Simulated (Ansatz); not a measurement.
# CH₃FSSi: taking an electron away

An exercise on one series of results from a longer session: the logs are not shown, and one member is left open.

The runs use Ansatz 0.2.0, Gaussian basis; unrestricted cation, the program's frozen cores in correlated methods.

Levels to be run: UKS PBE-D4/def2-TZVPP; UKS r2SCAN-D4/def2-TZVPP; UKS PBE0-D4/def2-TZVPP; UKS B3LYP-D4/def2-TZVPP; UKS wB97X-V/def2-TZVPP; UKS wB97M-V/def2-TZVPP; UKS B2PLYP/def2-TZVPP; UHF-CCSD(T)/def2-TZVPP; UHF-MP2/def2-QZVPP; extrapolation to the limit; then −ε(HOMO) from the neutral's earlier runs with LDA (SPW92), PBE-D4, revPBE-D4, BLYP-D4, r2SCAN-D4, B97M-V, PBE0-D4, B3LYP-D4, r2SCANh-D4, r2SCAN0-D4, HSE06-D4, BHLYP-D4, CAM-B3LYP-D4, LC-ωPBE, ωB97X-V, ωB97M-V.

### The geometry

The geometry comes from an earlier relaxation with PBE0-D4 in a triple-zeta def2 set; it is a stationary point, not always the lowest conformer.

SMILES `FC1[SiH2]S1`, 7 atoms, charge 0, spin multiplicity 1.

Atoms are counted from 1 here; the program's logs count them from 0.

Bond lengths: F1–C2 1.366 Å, C2–Si3 1.856 Å, C2–S4 1.839 Å, C2–H5 1.087 Å, Si3–S4 2.095 Å, Si3–H6 1.477 Å, Si3–H7 1.480 Å. Angles: F1–C2–Si3 119.7°, F1–C2–S4 114.8°, F1–C2–H5 109.9°, Si3–C2–S4 69.1°, Si3–C2–H5 123.7°, S4–C2–H5 112.9°, C2–Si3–S4 55.1°, C2–Si3–H6 117.5°, C2–Si3–H7 120.9°, S4–Si3–H6 118.5°, S4–Si3–H7 118.9°, H6–Si3–H7 113.9°, C2–S4–Si3 55.8°.

Set-up of the first run:

The input, in.yaml:

```yaml
crystal:
  periodic: [false, false, false]
  atoms:
    - {symbol: F, position_ang: [-1.909019, 0.103097, 0.435699]}
    - {symbol: C, position_ang: [-0.813138, 0.144105, -0.378074]}
    - {symbol: Si, position_ang: [0.883107, -0.025620, 0.355103]}
    - {symbol: S, position_ang: [-0.085407, -1.497257, -0.777921]}
    - {symbol: H, position_ang: [-1.031660, 0.735837, -1.262872]}
    - {symbol: H, position_ang: [0.977535, -0.211915, 1.817346]}
    - {symbol: H, position_ang: [2.039781, 0.683753, -0.234981]}
basis:
  gaussian: {orbitals: def2-TZVPP}
total_charge: 1
magnetization: {spin_polarized: true, initial_magnetization: 1}
hamiltonian: {xc: pbe, dispersion: d4}
```

Steps of the session up to this table: Cation, UKS PBE-D4/def2-TZVPP; Cation, UKS r2SCAN-D4/def2-TZVPP; Cation, UKS PBE0-D4/def2-TZVPP; Cation, UKS B3LYP-D4/def2-TZVPP; Cation, UKS wB97X-V/def2-TZVPP; Cation, UKS wB97M-V/def2-TZVPP; Cation, UKS B2PLYP (frozen core)/def2-TZVPP; Cation, UHF-CCSD(T)/def2-TZVPP; Cation, UHF-MP2/def2-QZVPP.

One of the session's tables, all rows but one given; the rest of the session is left out.

For comparison, −ε(HOMO) of the neutral from earlier runs:

| functional | −ε(HOMO) (eV) |
| --- | --- |
| LDA (SPW92) | 6.44 |
| PBE-D4 | 6.32 |
| revPBE-D4 | 6.27 |
| BLYP-D4 | 6.15 |
| r2SCAN-D4 | 6.58 |
| B97M-V | 6.68 |
| PBE0-D4 | 7.53 |
| B3LYP-D4 | 7.27 |
| r2SCANh-D4 | 7.03 |
| r2SCAN0-D4 | 7.70 |
| HSE06-D4 | 7.13 |
| BHLYP-D4 | 8.58 |
| CAM-B3LYP-D4 | 8.82 |
| LC-ωPBE | 10.20 |
| ωB97X-V | ? |
| ωB97M-V | 9.68 |

Q: Estimate the row for ωB97X-V from the others.

The run gave: −ε(HOMO) (eV): 9.84. In the column «−ε(HOMO) (eV)» it lies between ωB97M-V (9.68) and LC-ωPBE (10.20).
